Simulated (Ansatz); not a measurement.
# CH₅ClOSSi: ionisation energy by level of theory

One table from this session's results is given with a row withheld; the runs are named, their logs left out.

Program: Ansatz 0.2.0, Gaussian basis. Level of theory: unrestricted cation, the program's frozen cores in correlated methods. These are calculated values, not measurements.

Levels to be run: UKS PBE-D4/def2-TZVPP; UKS r2SCAN-D4/def2-TZVPP; UKS PBE0-D4/def2-TZVPP; UKS B3LYP-D4/def2-TZVPP; UKS wB97X-V/def2-TZVPP; UKS wB97M-V/def2-TZVPP; UKS B2PLYP/def2-TZVPP; UHF-CCSD(T)/def2-TZVPP; UHF-MP2/def2-QZVPP; extrapolation to the limit; then −ε(HOMO) from the neutral's earlier runs with LDA (SPW92), PBE-D4, revPBE-D4, BLYP-D4, r2SCAN-D4, B97M-V, PBE0-D4, B3LYP-D4, r2SCANh-D4, r2SCAN0-D4, HSE06-D4, BHLYP-D4, CAM-B3LYP-D4, LC-ωPBE, ωB97X-V, ωB97M-V.

## The geometry

All runs share one geometry, relaxed beforehand with PBE0-D4 in a triple-zeta def2 set.

SMILES `CO[SiH](S)Cl`, 10 atoms, charge 0, spin multiplicity 1.

Atoms are counted from 1 here; the program's logs count them from 0.

Bond lengths: C1–O2 1.414 Å, C1–H6 1.094 Å, C1–H7 1.095 Å, C1–H8 1.090 Å, O2–Si3 1.626 Å, Si3–S4 2.124 Å, Si3–Cl5 2.038 Å, Si3–H9 1.479 Å, S4–H10 1.345 Å. Angles: O2–C1–H6 111.2°, O2–C1–H7 111.2°, O2–C1–H8 107.7°, H6–C1–H7 108.9°, H6–C1–H8 109.1°, H7–C1–H8 108.7°, C1–O2–Si3 124.1°, O2–Si3–S4 112.9°, O2–Si3–Cl5 104.7°, O2–Si3–H9 112.6°, S4–Si3–Cl5 112.0°, S4–Si3–H9 105.1°, Cl5–Si3–H9 109.6°, Si3–S4–H10 93.7°.

The first run:

in.yaml

```yaml
crystal:
  periodic: [false, false, false]
  atoms:
    - {symbol: C, position_ang: [0.577171, -0.310636, -1.454582]}
    - {symbol: O, position_ang: [0.902559, 0.077070, -0.134219]}
    - {symbol: Si, position_ang: [-0.054632, -0.182075, 1.154611]}
    - {symbol: S, position_ang: [-1.992255, 0.656817, 0.927935]}
    - {symbol: Cl, position_ang: [0.954980, 0.640314, 2.722974]}
    - {symbol: H, position_ang: [-0.385331, 0.107390, -1.764575]}
    - {symbol: H, position_ang: [0.535808, -1.400678, -1.547350]}
    - {symbol: H, position_ang: [1.358669, 0.067326, -2.114052]}
    - {symbol: H, position_ang: [-0.284535, -1.619877, 1.412488]}
    - {symbol: H, position_ang: [-1.529336, 1.913149, 0.799770]}
basis:
  gaussian: {orbitals: def2-TZVPP}
total_charge: 1
magnetization: {spin_polarized: true, initial_magnetization: 1}
hamiltonian: {xc: pbe, dispersion: d4}
```

The run is started by

```console
> ansatz run in.yaml --threads 2 --pin off --events-out ev --progress --plain --max-ram 32768MiB --backend cpu
```

Among the steps run: Cation, UKS PBE-D4/def2-TZVPP; Cation, UKS r2SCAN-D4/def2-TZVPP; Cation, UKS PBE0-D4/def2-TZVPP; Cation, UKS B3LYP-D4/def2-TZVPP; Cation, UKS wB97X-V/def2-TZVPP; Cation, UKS wB97M-V/def2-TZVPP; Cation, UKS B2PLYP (frozen core)/def2-TZVPP; Cation, UHF-CCSD(T)/def2-TZVPP; Cation, UHF-MP2/def2-QZVPP.

One table of the session follows, with a row left open; its other results are not shown here.

It belongs to the step «Ionisation energies side by side». Orbital estimates, from the neutral's runs:

```
  functional  −ε(HOMO) (eV)
 LDA (SPW92)           6.73
      PBE-D4           6.59
   revPBE-D4           6.53
     BLYP-D4           6.41
   r2SCAN-D4           6.89
      B97M-V              ?
     PBE0-D4           7.86
    B3LYP-D4           7.58
  r2SCANh-D4           7.36
  r2SCAN0-D4           8.05
    HSE06-D4           7.46
    BHLYP-D4           8.95
CAM-B3LYP-D4           9.18
     LC-ωPBE          10.62
     ωB97X-V          10.24
     ωB97M-V          10.06
```

Q: Estimate the row for B97M-V from the others.

**Answer.** −ε(HOMO) (eV): 6.99. In the column «−ε(HOMO) (eV)» it lies between r2SCAN-D4 (6.89) and r2SCANh-D4 (7.36).
